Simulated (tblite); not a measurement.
# GeH4O4Zn4: the cost of one run

Programs: tblite 0.8.0 and PySCF 2.14.0. All values are calculated, for the isolated system unless a continuum is named. Atoms count from 0, parts from 1.

### Step 1. The system as given

13 atoms, charge 0, multiplicity 1; geometry: rigid parts in contact. Parts: 1 = atoms 0–7, `[O]12->[Zn]3[O]4->[Zn]1[O]1->[Zn]4[O]3->[Zn]21`, charge 0; 2 = atoms 8–12, `[GeH4]`, charge 0.

### Step 2. Docking the parts with GFN2-xTB

The job: settings as JSON, then the geometry in Å.

```
{"job": {"kind": "dock", "xc": "GFN2-xTB", "basis": "xTB"}, "charge": 0, "multiplicity": 1, "parts": [{"atoms": "0-7", "charge": 0, "multiplicity": 1}, {"atoms": "8-12", "charge": 0, "multiplicity": 1}]}
Zn     1.032123     1.153332     0.239924
O      1.615207    -0.677797     0.134114
Zn     0.360302    -0.755938    -1.323246
O     -0.053069     1.123358    -1.349549
Zn    -1.439768     0.604210    -0.119596
O     -0.404467     0.847874     1.484507
Zn     0.047451    -1.001495     1.202955
O     -1.157778    -1.293543    -0.269110
Ge    -1.786347    -2.641743     3.155672
H     -1.179302    -3.983302     3.327255
H     -2.816764    -2.698617     2.091182
H     -0.734939    -1.668578     2.774657
H     -2.414677    -2.216669     4.429494
```

Method: GFN2-xTB search for minima from random contacts, gas phase.

Run with:

```console
> OMP_NUM_THREADS=1 python cluster_run.py task.json out
```

One launch serves the whole session: the jobs run in the order shown.

**Question.** How long does this first job take on 1 thread of Arm Neoverse V2, shared host?

About 1.9 min.
